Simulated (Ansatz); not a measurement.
# ScAl: the cost of one run

Computed with Ansatz 0.2.0 (DFT, LDA, PAW with Ansatz's default frozen-core files, scalar-relativistic, unless a step's input says otherwise).

### Step 1. Starting point

The structure is cubic, space group Pm-3m (No. 221). The conventional cell has a = 3.370 Å, b = 3.370 Å, c = 3.370 Å, α = 90.00°, β = 90.00°, γ = 90.00°. Around Sc (site symmetry m-3m) lie 8 Al at 2.92 Å. Al (site symmetry m-3m) is surrounded by 8 Sc at 2.92 Å.

As a file:

```cif
data_structure
_symmetry_space_group_name_H-M 'P 1'
_symmetry_Int_Tables_number 1
_cell_length_a 3.3703
_cell_length_b 3.3703
_cell_length_c 3.3703
_cell_angle_alpha 90.000
_cell_angle_beta 90.000
_cell_angle_gamma 90.000
_cell_volume 38.28
loop_
_atom_site_label
_atom_site_type_symbol
_atom_site_fract_x
_atom_site_fract_y
_atom_site_fract_z
_atom_site_occupancy
Sc1 Sc 0.50000 0.50000 0.50000 1
Al1 Al 0.00000 0.00000 0.00000 1
```

Whether this phase is the stable one at these pressures isn't tested.

Atoms are numbered in the order of the input: Sc1, Al2.

### Step 2. Atoms relaxed at the given volume, PAW

Contents of input.yaml:

```yaml
crystal:
  lattice:
    - [3.37034897, 0.0, 0.0]
    - [0.0, 3.37034897, 0.0]
    - [0.0, 0.0, 3.37034897]
  atoms:
    - { symbol: Sc, position: [0.5, 0.5, 0.5] }
    - { symbol: Al, position: [0.0, 0.0, 0.0] }
kpoints:
  mp_grid: { grid: [11, 11, 11] }
scf:
  occupations: { method: fermi_dirac, width: 0.05 }
hamiltonian:
  xc: lda
  pseudopotentials: { kind: paw }
output:
  forces: true
  stress: true
  write_density: true
  write_potential: true
  elf: true
  volumetric_format: npy
relax:
  f_tol: 0.01
  max_steps: 30
```

On the command line:

```
$ ansatz run input.yaml --threads 1 --pin off --max-ram 2048MiB --backend cpu --events-out ev --progress --plain --runs-dir out
```

Q: Estimate wall time and peak memory on 1 thread of Intel Xeon Platinum 8259CL at 2.50GHz (Skylake/Cascade Lake), shared host.

About 2.1 s, with a peak of 0.36 GiB.
